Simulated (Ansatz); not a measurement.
**FH5NSi2 (charge +1): two geometries relaxed**

All numbers below are computed with Ansatz 0.2.0 (RKS B3LYP-D4/def2-SVP).

### Step 1. The structure to begin with

Bond lengths: N1–Si2 1.698 Å, Si2–F3 1.598 Å, Si2–Si4 2.401 Å, N1–H5 1.011 Å, N1–H6 1.008 Å, Si2–H7 1.454 Å, Si4–H8 1.470 Å, Si4–H9 1.470 Å. Angles: N1–Si2–F3 105.1°, N1–Si2–Si4 105.5°, N1–Si2–H7 124.5°, F3–Si2–Si4 98.1°, F3–Si2–H7 107.6°, Si4–Si2–H7 112.6°, Si2–N1–H5 119.8°, Si2–N1–H6 123.8°, H5–N1–H6 110.3°, Si2–Si4–H8 126.5°, Si2–Si4–H9 127.9°, H8–Si4–H9 104.8°.

Structure file:

```xyz
9

N    -0.1441    1.4826   -0.6528
Si    0.7948    0.1346   -0.2216
F     0.9123   -0.7360   -1.5564
Si   -0.6812   -1.3136    0.9981
H    -0.1527    1.8037   -1.6116
H    -0.3529    2.2438   -0.0266
H     2.1203    0.2111    0.3722
H    -0.3636   -2.6522    1.5150
H    -2.1330   -1.1742    1.1836
```

### Step 2. End point A

Contents of input.yaml:

```yaml
crystal:
  periodic: [false, false, false]
  atoms:
    - { symbol: "N", position_ang: [-0.1441, 1.48263, -0.6528] }
    - { symbol: Si, position_ang: [0.79479, 0.13461, -0.22157] }
    - { symbol: F, position_ang: [0.91235, -0.73598, -1.55637] }
    - { symbol: Si, position_ang: [-0.68116, -1.31357, 0.99809] }
    - { symbol: H, position_ang: [-0.15274, 1.80372, -1.61159] }
    - { symbol: H, position_ang: [-0.35287, 2.24383, -0.0266] }
    - { symbol: H, position_ang: [2.12028, 0.21106, 0.37221] }
    - { symbol: H, position_ang: [-0.36358, -2.65216, 1.51499] }
    - { symbol: H, position_ang: [-2.13297, -1.17415, 1.18364] }
total_charge: 1
basis:
  gaussian: { orbitals: def2-SVP }
hamiltonian:
  xc: b3lyp
  dispersion: d4
relax:
  f_tol: 0.015
  max_steps: 40
```

Command:

```
$ ansatz run input.yaml --threads 1 --pin off --max-ram 2048MiB --backend cpu --events-out ev --progress --plain --runs-dir out
```

**Question.** How long does this run take on 1 thread of an Arm CPU, shared host, and how much memory does it need?

About 1.7 min, with a peak of 0.17 GiB.
